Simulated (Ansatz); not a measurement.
# CoO: the cost of one run

Computed with Ansatz 0.2.0 (DFT PBEsol+U (U_eff = 1 eV on Co d), plane waves, PAW, unless a step's input says otherwise).

1 further run of the same task is left out (it didn't finish).

## Step 1: Starting point

It takes space group Fm-3m (No. 225, cubic). Conventional cell: a = 4.263 Å, b = 4.263 Å, c = 4.263 Å, α = 90.00°, β = 90.00°, γ = 90.00°. Around Co (site symmetry m-3m) lie 6 O at 2.13 Å. O (site symmetry m-3m) is surrounded by 6 Co at 2.13 Å.

Coordinates:

```cif
data_structure
_symmetry_space_group_name_H-M 'Fm-3m'
_symmetry_Int_Tables_number 225
_cell_length_a 4.2630
_cell_length_b 4.2630
_cell_length_c 4.2630
_cell_angle_alpha 90.000
_cell_angle_beta 90.000
_cell_angle_gamma 90.000
_cell_volume 77.47
loop_
_atom_site_label
_atom_site_type_symbol
_atom_site_symmetry_multiplicity
_atom_site_Wyckoff_symbol
_atom_site_fract_x
_atom_site_fract_y
_atom_site_fract_z
_atom_site_occupancy
Co1 Co 4 a 0.00000 0.00000 0.00000 1
O1 O 4 b 0.00000 0.00000 0.50000 1
```

An earlier series on this cell reached its lowest free state from «ferromagnetic start, free, default search», perhaps among other starts.

## Step 2: Site moments held (series factor 1.05; the input gives the size)

input.yaml reads:

```yaml
crystal:
  lattice:
    - [0.0, 2.13150166, 2.13150166]
    - [4.26300332, 2.13150166, 2.13150166]
    - [4.26300332, 4.26300332, 0.0]
  atoms:
    - { symbol: Co, position: [0.0, 0.0, 0.0], spin: 2.61 }
    - { symbol: O, position: [0.5, 0.5, 0.0] }
    - { symbol: Co, position: [0.0, 0.0, 0.5], spin: 2.61 }
    - { symbol: O, position: [0.5, 0.5, 0.5] }
basis:
  ecutwfc: 420
  ecutrho_ratio: 4
kpoints:
  mp_grid: { grid: [8, 8, 8] }
hamiltonian:
  xc: pbesol
  hubbard:
    sites:
      - { site: 0, l: d, u_eff: 1.0, starting_ns: [{ spin: up, occupation_matrix: s0up }, { spin: down, occupation_matrix: s0down }] }
      - { site: 2, l: d, u_eff: 1.0, starting_ns: [{ spin: up, occupation_matrix: s2up }, { spin: down, occupation_matrix: s2down }] }
    occupation_matrices:
      s0up:
        matrix:
          - [0.97, 0.0, 0.0, 0.0, 0.0]
          - [0.0, 0.97, 0.0, 0.0, 0.0]
          - [0.0, 0.0, 0.97, 0.0, 0.0]
          - [0.0, 0.0, 0.0, 0.97, 0.0]
          - [0.0, 0.0, 0.0, 0.0, 0.97]
      s0down:
        matrix:
          - [0.02, 0.0, 0.0, 0.0, 0.0]
          - [0.0, 0.02, 0.0, 0.0, 0.0]
          - [0.0, 0.0, 0.97, 0.0, 0.0]
          - [0.0, 0.0, 0.0, 0.02, 0.0]
          - [0.0, 0.0, 0.0, 0.0, 0.97]
      s2up:
        matrix:
          - [0.97, 0.0, 0.0, 0.0, 0.0]
          - [0.0, 0.97, 0.0, 0.0, 0.0]
          - [0.0, 0.0, 0.97, 0.0, 0.0]
          - [0.0, 0.0, 0.0, 0.97, 0.0]
          - [0.0, 0.0, 0.0, 0.0, 0.97]
      s2down:
        matrix:
          - [0.02, 0.0, 0.0, 0.0, 0.0]
          - [0.0, 0.02, 0.0, 0.0, 0.0]
          - [0.0, 0.0, 0.97, 0.0, 0.0]
          - [0.0, 0.0, 0.0, 0.02, 0.0]
          - [0.0, 0.0, 0.0, 0.0, 0.97]
    ns_hold: { iters: 8 }
scf:
  occupations: { method: gaussian, width: 0.05 }
  lower_state_search: "off"
  max_iter: 150
output:
  forces: true
  stress: true
  eigenvalues: true
  populations: true
  hubbard: { sites: [{ site: 0, l: d }, { site: 2, l: d }] }
magnetization:
  spin_polarized: true
  spin_locking: { lock_spins: true }
```

The typed matrices put 0.97 on the chosen orbitals and 0.02 on the others, and are held for 8 cycles. The lock stays on to the end, so the result is a constrained state.

Launch:

```sh
$ ansatz run input.yaml --threads 2 --pin off --max-ram 3072MiB --backend cpu --events-out ev --progress --plain --runs-dir out
```

Q: Estimate wall time and peak memory on 2 threads of Arm Neoverse V1, shared host.

About 29 s, with a peak of 0.51 GiB.
